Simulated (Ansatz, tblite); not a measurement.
**In10N11 wurtzite off rod (In₁₀N₁₁H₂₈+): spin states and exact exchange**

Aim: set other spin states of In10N11 wurtzite off rod (In₁₀N₁₁H₂₈+) against its singlet, on many levels of theory.

The runs use Ansatz 0.2.0, Gaussian basis; as each input shows.

Plan: triplet, at the geometry of the singlet (GFN1-xTB, GFN2-xTB, PBE0-D4/def2-SVP, PBE-D4/def2-SVP); the singlet's energies come from earlier runs.

4 further runs of the same task are left out: 4 set aside as unsound or not needed.

## 1. The geometry

The geometry is that of the singlet, from an earlier relaxation (r2SCAN-D4/def2-SVP).

49 atoms, charge 1, spin multiplicity 1.

Bond lengths: In1–N2 2.222 Å, In1–N3 2.143 Å, In1–N13 2.221 Å, In1–H22 1.713 Å, N2–In9 2.222 Å, N2–H23 1.027 Å, N2–H24 1.026 Å, N3–In4 2.192 Å, N3–In14 2.200 Å, N3–H25 1.030 Å, In4–N6 2.160 Å, In4–N10 2.192 Å, In4–H26 1.732 Å, In5–N6 2.178 Å, In5–N7 2.191 Å, In5–N15 2.164 Å, In5–H27 1.728 Å, N6–In11 2.178 Å and more. Angles: N2–In1–N3 102.9°, N2–In1–N13 97.8°, N2–In1–H22 113.1°, N3–In1–N13 103.2°, N3–In1–H22 123.4°, N13–In1–H22 113.1°, In1–N2–In9 123.0°, In1–N2–H23 106.2°, In1–N2–H24 108.3°, In9–N2–H23 106.2°, In9–N2–H24 108.3°, H23–N2–H24 103.3°, In1–N3–In4 112.2°, In1–N3–In14 111.7°, In1–N3–H25 103.8°, In4–N3–In14 118.8°, In4–N3–H25 104.3°, In14–N3–H25 104.1° and more.

In takes a core potential in the def2 sets. No spin-orbit coupling is included. The ion is computed in the gas phase, without counter-ions or solvent.

## 2. Triplet at the fixed geometry, GFN1-xTB

Tight binding, by tblite at 300 K electronic temperature and without a spin-polarisation term:

```python
tblite.interface.Calculator('GFN1-xTB', numbers, positions, charge=1, uhf=2).singlepoint()
```

Energy -1778.1132 eV; 0.36 s.

## 3. Triplet at the fixed geometry, GFN2-xTB

Tight binding, by tblite at 300 K electronic temperature and without a spin-polarisation term:

```python
tblite.interface.Calculator('GFN2-xTB', numbers, positions, charge=1, uhf=2).singlepoint()
```

Energy -1582.9512 eV; 0.35 s.

## 4. Triplet at the fixed geometry, PBE0-D4/def2-SVP

The input, in.yaml:

```yaml
crystal:
  periodic: [false, false, false]
  atoms:
    - {symbol: In, position_ang: [0.197323, -2.137012, -3.360147]}
    - {symbol: N, position_ang: [-1.474512, -0.846014, -4.050759]}
    - {symbol: N, position_ang: [0.181341, -1.843639, -1.237459]}
    - {symbol: In, position_ang: [-1.708899, -0.984636, -0.534324]}
    - {symbol: In, position_ang: [0.171047, -2.064854, 2.313893]}
    - {symbol: N, position_ang: [-1.511294, -0.872541, 1.614045]}
    - {symbol: N, position_ang: [0.174646, -1.761149, 4.484047]}
    - {symbol: In, position_ang: [-1.758484, -1.018340, 5.357681]}
    - {symbol: In, position_ang: [-1.753568, 1.246567, -3.356578]}
    - {symbol: N, position_ang: [-1.505533, 1.082620, -1.234417]}
    - {symbol: In, position_ang: [-1.698788, 1.179824, 2.317180]}
    - {symbol: N, position_ang: [-1.431397, 1.027656, 4.486757]}
    - {symbol: N, position_ang: [1.874144, -0.847173, -4.036895]}
    - {symbol: In, position_ang: [2.071767, -0.976196, -0.520747]}
    - {symbol: N, position_ang: [1.850402, -0.893273, 1.614438]}
    - {symbol: In, position_ang: [2.158542, 1.247765, -3.345662]}
    - {symbol: N, position_ang: [0.202301, 2.052573, -4.033593]}
    - {symbol: N, position_ang: [1.879790, 1.084594, -1.232970]}
    - {symbol: In, position_ang: [0.193341, 2.282454, -0.517516]}
    - {symbol: In, position_ang: [2.018032, 1.160566, 2.439360]}
    - {symbol: N, position_ang: [0.156260, 2.046472, 1.617355]}
    - {symbol: H, position_ang: [0.199924, -3.683650, -4.097285]}
    - {symbol: H, position_ang: [-2.339757, -1.345132, -3.810290]}
    - {symbol: H, position_ang: [-1.479301, -0.847615, -5.076981]}
    - {symbol: H, position_ang: [0.183729, -2.801072, -0.856683]}
    - {symbol: H, position_ang: [-3.088308, -1.779265, -1.215747]}
    - {symbol: H, position_ang: [0.102726, -3.728392, 1.850847]}
    - {symbol: H, position_ang: [-2.343605, -1.352517, 1.984689]}
    - {symbol: H, position_ang: [0.435842, -2.635624, 4.950285]}
    - {symbol: H, position_ang: [0.913544, -1.096199, 4.739066]}
    - {symbol: H, position_ang: [-2.985441, -1.723832, 4.365430]}
    - {symbol: H, position_ang: [-1.554900, -0.902807, 7.057940]}
    - {symbol: H, position_ang: [-3.091488, 2.024616, -4.091472]}
    - {symbol: H, position_ang: [-2.332424, 1.564002, -0.852057]}
    - {symbol: H, position_ang: [-3.172900, 1.955390, 1.856865]}
    - {symbol: H, position_ang: [-2.055660, 1.692057, 4.954930]}
    - {symbol: H, position_ang: [-0.484891, 1.332266, 4.740737]}
    - {symbol: H, position_ang: [1.889617, -0.852805, -5.063050]}
    - {symbol: H, position_ang: [2.735620, -1.347587, -3.785478]}
    - {symbol: H, position_ang: [3.439090, -1.777453, -1.222934]}
    - {symbol: H, position_ang: [2.686972, -1.370494, 1.978047]}
    - {symbol: H, position_ang: [3.494780, 2.019183, -4.088784]}
    - {symbol: H, position_ang: [0.204234, 2.070891, -5.059715]}
    - {symbol: H, position_ang: [0.201085, 3.048327, -3.780123]}
    - {symbol: H, position_ang: [2.696252, 1.554830, -0.815515]}
    - {symbol: H, position_ang: [0.184583, 3.868261, -1.217420]}
    - {symbol: H, position_ang: [1.762701, 1.010948, 4.158508]}
    - {symbol: H, position_ang: [3.348515, 1.928344, 1.630277]}
    - {symbol: H, position_ang: [0.163012, 3.009088, 1.982224]}
basis:
  gaussian: {orbitals: def2-SVP, fitting: {mean_field: def2-universal-jkfit}}
total_charge: 1
magnetization: {spin_polarized: true, initial_magnetization: 2}
hamiltonian: {xc: pbe0, dispersion: d4}
scf: {omitted_lower_state_checks: [starts]}
output: {orbitals: {seedname: orbitals}}
```

On the command line:

```console
ansatz run in.yaml --threads 2 --pin off --events-out ev --progress --plain --max-ram 32768MiB --backend cuda --devices 0, --max-vram 18GiB
```

The log of the run:

```text
Functional definition: PBE0
  name "PBE0"
  cite "Adamo & Barone, J. Chem. Phys. 110, 6158 (1999) doi:10.1063/1.478522"
  cite "Perdew, Burke & Ernzerhof, Phys. Rev. Lett. 77, 3865 (1996) doi:10.1103/PhysRevLett.77.3865"
  parent pbe
  parameter a = 0.25
  parameter kappa = 0.804
  parameter beta = 0.06672455060314922
  exchange = (1 - a)*pbe_x(kappa = kappa, mu = beta*pi^2/3) + a*exact_x
  correlation = pbe_c(beta = beta)
these checks for a lower state are left out or cut short: starts
3531 factors; integrals over basis functions are off by at most 3.3e-1 eV
mean field evaluation 1: about -68472.3733 eV, gradient 1.4e2 eV
mean field evaluation 2: about -67786.7733 eV, gradient 3.3e2 eV
mean field evaluation 4: about -68529.6863 eV, gradient 5.6e1 eV
mean field evaluation 8: about -68552.2821 eV, gradient 4.8e0 eV
mean field evaluation 16: about -68552.4252 eV, gradient 1.1e-1 eV
mean field evaluation 32: about -68552.5375 eV, gradient 4.2e-2 eV
mean field -68552.53763143 eV, -2519.2592913763 hartree, gradient 3.1e-6 eV, S^2 2.012054; 0 other end points of the search recorded, 0 dependent functions left out
reference -68552.53773022 eV, -2519.2592950065 hartree; 158, 156 occupied and 396, 398 virtual orbitals, 3531 factors
Total energy: -68555.15318883 eV, -2519.3554113378 hartree
Checks for a lower state left out: starts
```

It took 37 s on 1 × H100 (card shared with other runs) with 2 threads of AMD EPYC 7R13, shared host; peak host memory 1.3 GiB.

From the report: HOMO -4.89 eV, LUMO -8.62 eV (over both spins; with the spin held, an empty level of the minority spin lies below the top filled one); ⟨S²⟩ 2.012 (pure: 2.00).

## 5. Triplet at the fixed geometry, PBE-D4/def2-SVP

start.molden holds the orbitals of an earlier run on this state, given as this run's starting guess.

in.yaml, as its differences from that of step 4:

```diff
@@ -53,6 +53,6 @@
 basis:
-  gaussian: {orbitals: def2-SVP, fitting: {mean_field: def2-universal-jkfit}}
+  gaussian: {orbitals: def2-SVP, fitting: {mean_field: def2-universal-jkfit}, initial_orbitals: start.molden}
 total_charge: 1
 magnetization: {spin_polarized: true, initial_magnetization: 2}
-hamiltonian: {xc: pbe0, dispersion: d4}
+hamiltonian: {xc: pbe, dispersion: d4}
 scf: {omitted_lower_state_checks: [starts]}
```

Launched as before.

The log of the run:

```text
Functional definition: PBE
  name "PBE"
  cite "Perdew, Burke & Ernzerhof, Phys. Rev. Lett. 77, 3865 (1996) doi:10.1103/PhysRevLett.77.3865"
  parent pbe
  parameter kappa = 0.804
  parameter beta = 0.06672455060314922
  exchange = pbe_x(kappa = kappa, mu = beta*pi^2/3)
  correlation = pbe_c(beta = beta)
these checks for a lower state are left out or cut short: starts
3531 factors; integrals over basis functions are off by at most 3.3e-1 eV
mean field evaluation 1: about -68550.7596 eV, gradient 1.0e1 eV
mean field evaluation 2: about -68551.5290 eV, gradient 8.6e-1 eV
mean field evaluation 4: about -68551.6589 eV, gradient 6.6e-1 eV
mean field evaluation 8: about -68551.7039 eV, gradient 6.9e-2 eV
mean field evaluation 16: about -68551.7239 eV, gradient 3.9e-3 eV
mean field -68551.72385835 eV, -2519.2293857671 hartree, gradient 2.2e-6 eV, S^2 2.003037; 0 other end points of the search recorded, 0 dependent functions left out
reference -68551.72398962 eV, -2519.2293905912 hartree; 158, 156 occupied and 396, 398 virtual orbitals, 3531 factors
Total energy: -68554.62970922 eV, -2519.3361738168 hartree
Checks for a lower state left out: starts
```

It took 27 s on 1 × H100 (card shared with other runs) with 2 threads of AMD EPYC 7R13, shared host; peak host memory 1.3 GiB.

Report: HOMO -4.53 eV, LUMO -8.83 eV (over both spins; with the spin held, an empty level of the minority spin lies below the top filled one); ⟨S²⟩ 2.003 (pure: 2.00).

## 6. Triplet less singlet, vertical

The singlet's energies are those of its earlier runs, whose logs aren't repeated here.

```csv
level,"triplet less singlet, vertical (kcal/mol)",time
GFN1-xTB,+78.5,0.58 s
GFN2-xTB,+75.4,0.53 s
PBE-D4/def2-SVP,+99.2,44 s
PBE0-D4/def2-SVP,+120.9,49 s
```

Times add the two runs; a level without a time comes out of a correlated run. Tight binding without a spin term can't rank spin states.

## 7. Summary of results

| quantity | value |
| --- | --- |
| triplet less singlet, vertical, functionals in def2-SVP | +99.2 (PBE-D4) to +120.9 kcal/mol (PBE0-D4) |

**Reading.** All functionals put the triplet above the singlet, over a spread of 21.7 kcal/mol. The checks for a lower triplet were left out, so another state of that spin may lie lower. These are electronic energies, without zero-point motion, entropy or surroundings.
